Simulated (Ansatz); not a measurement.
# SiTeH₄: vertical ionisation energy

An exercise on one series of results from a longer session: the logs are not shown, and one member is left open.

Program: Ansatz 0.2.0, Gaussian basis. Level of theory: unrestricted cation, the program's frozen cores in correlated methods. These are calculated values, not measurements.

Plan: UKS PBE-D4/def2-TZVPP; UKS r2SCAN-D4/def2-TZVPP; UKS PBE0-D4/def2-TZVPP; UKS B3LYP-D4/def2-TZVPP; UKS wB97X-V/def2-TZVPP; UKS wB97M-V/def2-TZVPP; UKS B2PLYP/def2-TZVPP; UHF-CCSD(T)/def2-TZVPP; UHF-MP2/def2-QZVPP; extrapolation to the limit; then −ε(HOMO) from the neutral's earlier runs with LDA (SPW92), PBE-D4, revPBE-D4, BLYP-D4, r2SCAN-D4, B97M-V, PBE0-D4, B3LYP-D4, r2SCANh-D4, r2SCAN0-D4, HSE06-D4, BHLYP-D4, CAM-B3LYP-D4, LC-ωPBE, ωB97X-V, ωB97M-V.

## The relaxed structure

An earlier PBE0-D4 in a triple-zeta def2 set relaxation fixed the geometry. Te takes the def2 core potential; no spin-orbit term is included.

SMILES `[SiH3][TeH]`, 6 atoms, charge 0, spin multiplicity 1.

Atoms are counted from 1 here; the program's logs count them from 0.

Bond lengths: Si1–Te2 2.494 Å, Si1–H3 1.484 Å, Si1–H4 1.484 Å, Si1–H5 1.484 Å, Te2–H6 1.658 Å. Angles: Te2–Si1–H3 111.4°, Te2–Si1–H4 104.9°, Te2–Si1–H5 111.4°, H3–Si1–H4 109.9°, H3–Si1–H5 109.3°, H4–Si1–H5 109.9°, Si1–Te2–H6 91.7°.

The first run:

File in.yaml:

```yaml
crystal:
  periodic: [false, false, false]
  atoms:
    - {symbol: Si, position_ang: [-0.296639, -0.269713, -0.519724]}
    - {symbol: Te, position_ang: [-0.105863, 0.800156, 1.725019]}
    - {symbol: H, position_ang: [0.381134, -1.589529, -0.550908]}
    - {symbol: H, position_ang: [-1.754095, -0.446444, -0.735944]}
    - {symbol: H, position_ang: [0.269404, 0.597635, -1.582499]}
    - {symbol: H, position_ang: [1.548059, 0.843895, 1.617857]}
basis:
  gaussian: {orbitals: def2-TZVPP}
total_charge: 1
magnetization: {spin_polarized: true, initial_magnetization: 1}
hamiltonian: {xc: pbe, dispersion: d4}
```

Steps of the session up to this table: Cation, UKS PBE-D4/def2-TZVPP; Cation, UKS r2SCAN-D4/def2-TZVPP; Cation, UKS PBE0-D4/def2-TZVPP; Cation, UKS B3LYP-D4/def2-TZVPP; Cation, UKS wB97X-V/def2-TZVPP; Cation, UKS wB97M-V/def2-TZVPP; Cation, UKS B2PLYP (frozen core)/def2-TZVPP; Cation, UHF-CCSD(T)/def2-TZVPP; Cation, UHF-MP2/def2-QZVPP.

One table of the session follows, with a row left open; its other results are not shown here.

It belongs to the step «Ionisation energies side by side». For comparison, −ε(HOMO) of the neutral from earlier runs:

```
  functional  −ε(HOMO) (eV)
 LDA (SPW92)           5.65
      PBE-D4           5.53
   revPBE-D4           5.48
     BLYP-D4           5.35
   r2SCAN-D4           5.77
      B97M-V           5.80
     PBE0-D4           6.55
    B3LYP-D4           6.33
  r2SCANh-D4           6.15
  r2SCAN0-D4           6.71
    HSE06-D4           6.16
    BHLYP-D4           7.41
CAM-B3LYP-D4           7.75
     LC-ωPBE           9.06
     ωB97X-V              ?
     ωB97M-V           8.63
```

Q: Estimate the row for ωB97X-V from the others.

The run gave: −ε(HOMO) (eV): 8.74. In the column «−ε(HOMO) (eV)» it lies between ωB97M-V (8.63) and LC-ωPBE (9.06).
